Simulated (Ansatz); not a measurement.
# ScTaN (P-3m1) in Ansatz: band structure with PBE

Aim: the band structure of ScTaN with PBE.

All numbers are computed with Ansatz 0.2.0; they aren't measurements. Logs are shortened: lines on timing, memory, paths and dates and some standing lists are left out, and cuts for length are marked.

## (1) Starting point

The structure is trigonal, space group P-3m1 (No. 164). Conventional cell: a = 3.085 Å, b = 3.085 Å, c = 10.340 Å, α = 90.00°, β = 90.00°, γ = 120.00°. Ta (site symmetry 3m) is surrounded by 3 N at 2.20 Å. Sc (site symmetry -3m) has 6 Sc at 3.09 Å and 6 Ta at 3.10 Å as nearest neighbours. Around Sc (site symmetry -3m) lie 6 N at 2.23 Å. N (site symmetry 3m) is surrounded by 3 Ta at 2.20 Å and 3 Sc at 2.23 Å.

The cell comes from a database or a generator and needn't be the stable form of this composition.

## (2) Band structure, PBE

Input file input.yaml:

```yaml
crystal:
  lattice:
    - [3.0850655424, 0.0, 0.0]
    - [-1.5425327712, 2.6717451321, 0.0]
    - [0.0, 0.0, 10.340136]
  atoms:
    - { symbol: Ta, position: [0.3333333333, 0.6666666667, 0.245631] }
    - { symbol: Ta, position: [0.6666666667, 0.3333333333, 0.754369] }
    - { symbol: Sc, position: [0.0, 0.0, 0.0] }
    - { symbol: Sc, position: [0.0, 0.0, 0.5] }
    - { symbol: "N", position: [0.3333333333, 0.6666666667, 0.629841] }
    - { symbol: "N", position: [0.6666666667, 0.3333333333, 0.370159] }
hamiltonian:
  xc: pbe
  pseudopotentials: { kind: paw }
kpoints:
  mp_grid: { grid: [10, 10, 3] }
  band_path:
    path:
      - [[0.0, 0.0, 0.0], [0.5, 0.0, 0.0], [0.3333333333, 0.3333333333, 0.0], [0.0, 0.0, 0.0], [0.0, 0.0, 0.5], [0.5, 0.0, 0.5], [0.3333333333, 0.3333333333, 0.5], [0.0, 0.0, 0.5]]
      - [[0.5, 0.0, 0.5], [0.5, 0.0, 0.0]]
      - [[0.3333333333, 0.3333333333, 0.0], [0.3333333333, 0.3333333333, 0.5]]
    npoints: 14
scf:
  occupations: { method: fermi_dirac, width: 0.05 }
  n_extra_bands: 15
output:
  forces: true
  stress: true
  eigenvalues: true
  fatbands: false
  write_density: true
  write_potential: true
  elf: true
  volumetric_format: npy
```

Potentials or basis: Ansatz PAW.

Run with:

```bash
$ ansatz run input.yaml --threads 2 --pin off --max-ram 5632MiB --backend cpu --events-out ev --progress --plain --runs-dir out
```

What it wrote:

```text
Warning: RAYON_NUM_THREADS=2 ignored (pool sized by the plan → 2); use --threads N
scf.n_extra_bands = 15 over 29 filled bands (N_el = 58.0): the run solves 44 bands
Engine: ansatz 0.2.0, x86_64-unknown-linux-gnu
Pseudopotentials: kind: paw
Pseudopotential: Ta, paw, valence charge 13, recommended cutoff 420 eV (normal), Ta.paw.azcp
Pseudopotential: Sc, paw, valence charge 11, recommended cutoff 420 eV (normal), Sc.paw.azcp
Pseudopotential: N, paw, valence charge 5, recommended cutoff 420 eV (normal), N.paw.azcp
Functional definition: PBE
  parameter kappa = 0.804
  parameter beta = 0.06672455060314922
  exchange = pbe_x(kappa = kappa, mu = beta*pi^2/3)
  correlation = pbe_c(beta = beta)
Crystal: 6 atoms, lattice volume = 85.229 Å³
Basis set: ecut = 420 eV, 1631 PW (Γ), exchange–correlation on 48×48×144 points (8 copies of the dense FFT grid, shifted against one another)
Bands: 44, of which v1, the nominal top of the filled ones, is band 29 counted from 1 (28 counted from 0)
Symmetry: 12 space group operations
Space group: P-3m1 (ITA 164), of the structure as read, at distance tolerance 4.4e-5 Å
k-points: 36 of 300
Non-local potential: Ta, projectors of the file, l = 0: 3, l = 1: 2, l = 2: 2, l = 3: 1
Non-local potential: Sc, projectors of the file, l = 0: 3, l = 1: 2, l = 2: 3, l = 3: 1
Non-local potential: N, projectors of the file, l = 0: 2, l = 1: 2, l = 2: 1
PAW form: soft (Blöchl's): semilocal exchange-correlation on the pseudo side does not see the compensation charge
PAW one-centre angular grid: Ta, 590 points (default); XC on 64 Gauss nodes
PAW one-centre angular grid: Sc, 590 points (default); XC on 64 Gauss nodes
PAW one-centre angular grid: N, 110 points (default); XC on 64 Gauss nodes
Initial density: superposition of atomic densities (neutral atoms: chi_scale 0, normalization atom), corrected by the library's trained network
Initial wavefunctions: pseudopotential atomic-orbital guess
Functional: x = pbe(κ = 0.804, μ = 0.2195149727645171), c = pbe(β = 0.06672455060314922)
SCF iter   1: F=—  HF=-24910.303306 eV  |F-HF|=—  |Δ(HF+E_count)|=         —  Δρ=9.04e-3  dr2=6.32e-1  ethr=1.77e-3  ⟨swp⟩=5.0  Hψ=5957  notcnv=0  defer=64
preconditioner: auto → Kerker (q_TF=auto, 2.559 Å⁻¹)  [metal: Δε(μ)=0.024 eV  Ē_g=8.536 eV  σ=0.050 eV  W_gap=0.12  n_scr=26 (ndim 8)  ℏωp=20.5 eV  f_vac=0.000  D(μ)=3.38/eV (n_scr^D=38)]
SCF iter   2: F=—  HF=-24910.282204 eV  |F-HF|=—  |Δ(HF+E_count)|=   2.11e-2  Δρ=5.52e-3  dr2=2.95e-1  ethr=1.09e-3  ⟨swp⟩=1.1  Hψ=1875  notcnv=0  defer=117
SCF iter   3: F=—  HF=-24910.262550 eV  |F-HF|=—  |Δ(HF+E_count)|=   1.97e-2  Δρ=1.18e-3  dr2=5.82e-3  ethr=5.08e-4  ⟨swp⟩=2.0  Hψ=1576  notcnv=0  defer=173
SCF iter   4: F=—  HF=-24910.261819 eV  |F-HF|=—  |Δ(HF+E_count)|=   7.31e-4  Δρ=3.15e-4  dr2=1.36e-4  ethr=1.00e-5  ⟨swp⟩=2.0  Hψ=1573  notcnv=0  defer=227
SCF iter   5: F=—  HF=-24910.261801 eV  |F-HF|=—  |Δ(HF+E_count)|=   1.78e-5  Δρ=8.72e-5  dr2=1.24e-5  ethr=2.35e-7  ⟨swp⟩=2.0  Hψ=1770  notcnv=0  defer=227
SCF iter   6: F=—  HF=-24910.261740 eV  |F-HF|=—  |Δ(HF+E_count)|=   6.12e-5  Δρ=2.43e-5  dr2=8.08e-7  ethr=2.14e-8  ⟨swp⟩=2.5  Hψ=1930  notcnv=0  defer=234
SCF iter   7: F=-24910.261740 eV  HF=-24910.261740 eV  |F-HF|=1.18e-8  |Δ(HF+E_count)|=   6.19e-8  Δρ=5.44e-6  dr2=3.48e-8  ethr=1.72e-10  ⟨swp⟩=13.2  Hψ=9684  notcnv=0
SCF 1 converged in 7 iterations: F = -24910.261740 eV  dr2 = 3.48e-8
NSCF: frozen V_eff on 129 k-points
SCF converged after 7 iterations
Free energy (F): -24910.261740 eV
Harris-Foulkes:  -24910.261740 eV  (|F-HF|=1.18e-8)
Internal energy: -24910.234752 eV  (E = F + TS)
E sigma→0 (E₀):  -24910.248246 eV
Entropy (-TS):   -0.026987 eV (-4.498 meV/atom)
Fermi energy:    15.488306 eV
--- Per-component energies (eV) ---
  E_band       = -453.545517
  E_kinetic    = 1520.058211
  E_local      = -3233.548873  (includes V_loc(G=0)·N_el)
  E_nonlocal   = 281.644851
  E_hartree    = 1148.555360
  E_xc         = -769.196960
  E_vxc        = -823.902307  (∫ρ·V_xc dr)
  E_paw        = -18957.629444  (= ΣΔE_a)
  E_vpaw       = -494.912230  (= ΣTr[D̂ρ^β])
  E_aug_tail   = 0.000472  (compensation charges beyond the density's cutoff)
  E_ewald      = -4900.118370
  E_smearing   = -0.026987  (= −TS)
  E_closure    = -0.000000  (closes the sum)
  Σ components = -24910.261740   (vs F -24910.261740, Δ=0.00e0)
--- Forces (eV/Å), atoms counted from 1 ---
  atom   1  Ta    -0.00000000    -0.00000000     0.02408621
  atom   2  Ta     0.00000000     0.00000000    -0.02408621
  atom   3  Sc    -0.00000000    -0.00000000     0.00000000
  atom   4  Sc     0.00000000     0.00000000     0.00000000
  atom   5  N      0.00000000     0.00000000    -0.02472293
  atom   6  N      0.00000000    -0.00000000     0.02472293
  max |Σ_I F_I| component: 6.94e-18 eV/Å
--- Stress (GPa, compression-positive) ---
       -0.362525       0.000000       0.000000
        0.000000      -0.362525       0.000000
        0.000000       0.000000      -0.835104
  P = ⅓ Tr σ = -0.5201 GPa (-5.201 kbar)
--- Band table (eV; the first three rows and the last of 36) ---
  k-point 0: bands = ["-52.6125", "-52.6124", "-33.7751", "-33.3124", "-19.2158", "-19.2031", "-18.8276", "-18.8276", "-18.8276", "-18.8276", "-12.6055", "-12.1700", "-12.1700", "-11.9020", "-11.7233", "-11.7233", "-0.5426", "0.3140", "8.1223", "9.6585", "11.0718", "11.0718", "11.0796", "11.8718", "11.8718", "14.1470", "14.2143", "16.0770", "16.0770", "16.2105", "16.2949", "16.8976", "16.8976", "17.2373", "17.2373", "17.8845", "17.8845", "18.0384", "18.7384", "18.7384", "19.4168", "19.4168", "19.4442", "19.4442"]
  k-point 1: bands = ["-52.6125", "-52.6125", "-33.7752", "-33.3124", "-19.2128", "-19.2063", "-18.8276", "-18.8276", "-18.8276", "-18.8276", "-12.6052", "-12.1700", "-12.1700", "-11.9024", "-11.7234", "-11.7234", "-0.5392", "0.3094", "8.1920", "9.4424", "11.0746", "11.0746", "11.3580", "11.8659", "11.8659", "13.5382", "14.9156", "15.6373", "16.1290", "16.1290", "16.7197", "16.7217", "16.7217", "17.5155", "17.5155", "17.8954", "17.8954", "17.9019", "18.5645", "18.5645", "18.8263", "18.8263", "20.2333", "20.2333"]
  k-point 2: bands = ["-52.6088", "-52.6087", "-33.7665", "-33.3048", "-19.2050", "-19.1938", "-18.8880", "-18.8876", "-18.8413", "-18.8412", "-12.5892", "-12.2365", "-12.1833", "-11.8942", "-11.7751", "-11.7350", "-0.4188", "0.3435", "8.3782", "9.7000", "10.8291", "11.0300", "11.1055", "11.7988", "11.8421", "14.0468", "14.3811", "15.2316", "16.1262", "16.2853", "16.4323", "16.5695", "16.7471", "17.5074", "17.6657", "18.1159", "18.2259", "18.2966", "18.5682", "18.6726", "18.8855", "19.0617", "19.8255", "20.0487"]
  k-point 35: bands = ["-52.5695", "-52.5695", "-33.6736", "-33.2229", "-19.3085", "-19.3077", "-19.1853", "-19.1844", "-19.0834", "-19.0831", "-12.6808", "-12.5516", "-12.4148", "-12.1326", "-12.0325", "-11.8115", "0.6353", "0.7226", "9.2209", "9.8489", "10.0278", "10.2102", "10.7237", "10.7976", "13.8882", "14.0621", "14.1828", "14.5327", "15.1444", "15.4081", "17.2425", "17.5625", "17.8418", "18.1539", "18.4844", "18.7195", "19.0848", "19.4967", "19.7895", "20.2975", "20.4056", "20.6273", "21.5421", "21.8285"]
```

Wall time 9.2 s (2 threads of Intel Xeon Platinum 8375C at 2.90GHz (Ice Lake), shared host); peak memory 0.6 GiB.

Results:

```
Free energy            : -24910.2617 eV
Pressure               : -0.5 GPa
Largest force          : 0.025 eV/Å
Band gap on the k mesh : none (metal or under the smearing width)
```

Forces on the atoms (eV/Å):
```
Ta   0.000  0.000  0.024
Ta   0.000  0.000 -0.024
Sc   0.000  0.000  0.000
Sc   0.000  0.000  0.000
N    0.000  0.000 -0.025
N    0.000  0.000  0.025
```

Levels at the corners of the path, in eV from the Fermi level:
```tsv
point	band 26	band 27	band 28	band 29	band 30	band 31	band 32	band 33
Γ	-1.34	-1.27	0.59	0.59	0.72	0.81	1.41	1.41
M	-1.79	-1.18	-0.86	-0.42	0.42	0.50	2.02	2.33
K	-1.37	-1.37	-0.87	-0.19	-0.19	2.06	2.12	2.12
Γ	-1.34	-1.27	0.59	0.59	0.72	0.81	1.41	1.41
A	-2.07	-0.30	-0.11	0.66	0.66	1.18	1.18	1.32
L	-2.10	-1.13	-0.63	-0.62	0.42	0.76	2.07	2.23
H	-1.37	-1.37	-0.93	-0.19	-0.19	2.14	2.14	2.39
A	-2.07	-0.30	-0.11	0.66	0.66	1.18	1.18	1.32
L	-2.10	-1.13	-0.63	-0.62	0.42	0.76	2.07	2.23
M	-1.79	-1.18	-0.86	-0.42	0.42	0.50	2.02	2.33
K	-1.37	-1.37	-0.87	-0.19	-0.19	2.06	2.12	2.12
H	-1.37	-1.37	-0.93	-0.19	-0.19	2.14	2.14	2.39
```

Caveat: spin-orbit coupling is left out, which moves the levels of the heavy elements.
